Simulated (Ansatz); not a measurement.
# GaHP2: the cost of one run

Computed with Ansatz 0.2.0, Gaussian basis. Level: cc-pVDZ, core rule «outside noble gas», up to 24 orbitals frozen.

To be run: UHF; CCSD(T) on RHF; BCCD(T) on RHF; CISD; CASSCF and MRCISD+Q, 2 electrons in 2 orbitals; CASSCF and NEVPT2, 2 electrons in 2 orbitals.

37 further runs of the same task are left out: 2 for a mislabelled method, 2 for a known fault of the program, 26 that didn't finish, 7 set aside as unsound or not needed.

## Step 1: What is computed

The geometry derives from a PBE0/def2-TZVP stationary point (not a proven minimum). One bond is set to the value named and the two fragments are kept rigid. No spin-orbit coupling is included. The filled d shell of Ga may be among the frozen orbitals whatever the setting's name suggests; the logs give the count.

4 atoms, charge 0, spin multiplicity 1.

Atoms are counted from 1 here; the program's logs count them from 0.

Bond lengths: Ga1–P2 2.452 Å, P2–H4 1.608 Å. Angles: Ga1–P2–H4 53.9°.

## Step 2: UHF

in.yaml

```yaml
crystal:
  periodic: [false, false, false]
  atoms:
    - {symbol: Ga, position_ang: [-0.000003, -0.336836, 2.697841]}
    - {symbol: P, position_ang: [0.000006, -0.519709, 0.252915]}
    - {symbol: P, position_ang: [-0.000021, 0.010452, -4.051559]}
    - {symbol: H, position_ang: [0.000019, 0.846092, 1.100804]}
basis:
  gaussian: {orbitals: cc-pVDZ}
magnetization: {spin_polarized: true, initial_magnetization: 0}
hamiltonian: {xc: hf}
output: {orbitals: {seedname: orbitals}}
```

Launch:

```sh
> ansatz run in.yaml --threads 1 --pin off --events-out ev --progress --plain --max-ram 2393MiB
```

Q: Estimate wall time and peak memory on 1 thread of Arm Neoverse V2, shared host.

About 36 s, with a peak of 0.25 GiB.
